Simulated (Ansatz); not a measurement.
# SiHBr3: up Jacob's ladder to CCSD(T)

An exercise on one series of results from a longer session: the logs are not shown, and one member is left open.

Computed with Ansatz 0.2.0, Gaussian basis. Level: functionals in def2-TZVPP, the program's frozen cores in correlated methods.

Levels to be run: LDA (SPW92), PBE-D4, revPBE-D4, BLYP-D4, r2SCAN-D4, B97M-V, PBE0-D4, B3LYP-D4, r2SCANh-D4, r2SCAN0-D4, HSE06-D4, BHLYP-D4, CAM-B3LYP-D4, LC-ωPBE, ωB97X-V, ωB97M-V, B2PLYP, PBE-QIDH; CCSD(T)/def2-SVP; CCSD(T)/def2-TZVPP; MP2/def2-QZVPP; extrapolation to the limit; RPA on PBE.

**Structure used throughout**

All runs share one geometry, relaxed beforehand with PBE0-D4 in a triple-zeta def2 set.

5 atoms, charge 0, spin multiplicity 1.

Atoms are counted from 1 here; the program's logs count them from 0.

Bond lengths: Br1–Si2 2.198 Å, Si2–Br3 2.198 Å, Si2–Br4 2.198 Å, Si2–H5 1.472 Å. Angles: Br1–Si2–Br3 109.9°, Br1–Si2–Br4 109.9°, Br1–Si2–H5 109.0°, Br3–Si2–Br4 109.9°, Br3–Si2–H5 109.0°, Br4–Si2–H5 109.0°.

Set-up of the first run:

Contents of in.yaml:

```yaml
crystal:
  periodic: [false, false, false]
  atoms:
    - {symbol: Br, position_ang: [1.170684, -1.220320, 1.354512]}
    - {symbol: Si, position_ang: [-0.085864, 0.043478, 0.067223]}
    - {symbol: Br, position_ang: [1.138549, 1.611055, -0.869128]}
    - {symbol: Br, position_ang: [-1.044562, -1.185216, -1.483412]}
    - {symbol: H, position_ang: [-1.129008, 0.677303, 0.889404]}
basis:
  gaussian: {orbitals: def2-TZVPP}
hamiltonian: {xc: lda}
output: {orbitals: {seedname: orbitals}}
```

Command:

```
ansatz run in.yaml --threads 4 --pin off --events-out ev --progress --plain --max-ram 10444MiB
```

Steps of the session up to this table: LDA; PBE-D4 (GGA); revPBE-D4 (GGA); BLYP-D4 (GGA); r2SCAN-D4 (meta-GGA); B97M-V (meta-GGA); B3LYP-D4 (hybrid); r2SCANh-D4 (hybrid); r2SCAN0-D4 (hybrid); HSE06-D4 (hybrid); BHLYP-D4 (hybrid); CAM-B3LYP-D4 (range-separated); LC-ωPBE (range-separated); ωB97X-V (range-separated); ωB97M-V (range-separated); B2PLYP (double hybrid); PBE-QIDH (double hybrid).

One of the session's tables, all rows but one given; the rest of the session is left out.

It belongs to the step «Frontier levels by functional». 

```
  functional  HOMO (eV)  gap (eV)
 LDA (SPW92)      -7.47      5.26
      PBE-D4      -7.31      5.36
   revPBE-D4          ?         ?
     BLYP-D4      -7.12      5.27
   r2SCAN-D4      -7.66      6.00
      B97M-V      -7.73      6.12
     PBE0-D4      -8.59      7.52
    B3LYP-D4      -8.30      6.99
  r2SCANh-D4      -8.12      6.77
  r2SCAN0-D4      -8.82      7.92
    HSE06-D4      -8.19      6.75
    BHLYP-D4      -9.68      9.60
CAM-B3LYP-D4      -9.87      9.86
     LC-ωPBE     -11.28     12.48
     ωB97X-V     -10.91     12.01
     ωB97M-V     -10.76     11.64
```

Q: Estimate the row for revPBE-D4 from the others.

The run gave: HOMO (eV): -7.26; gap (eV): 5.41. In the column «HOMO (eV)» it lies between PBE-D4 (-7.31) and BLYP-D4 (-7.12).
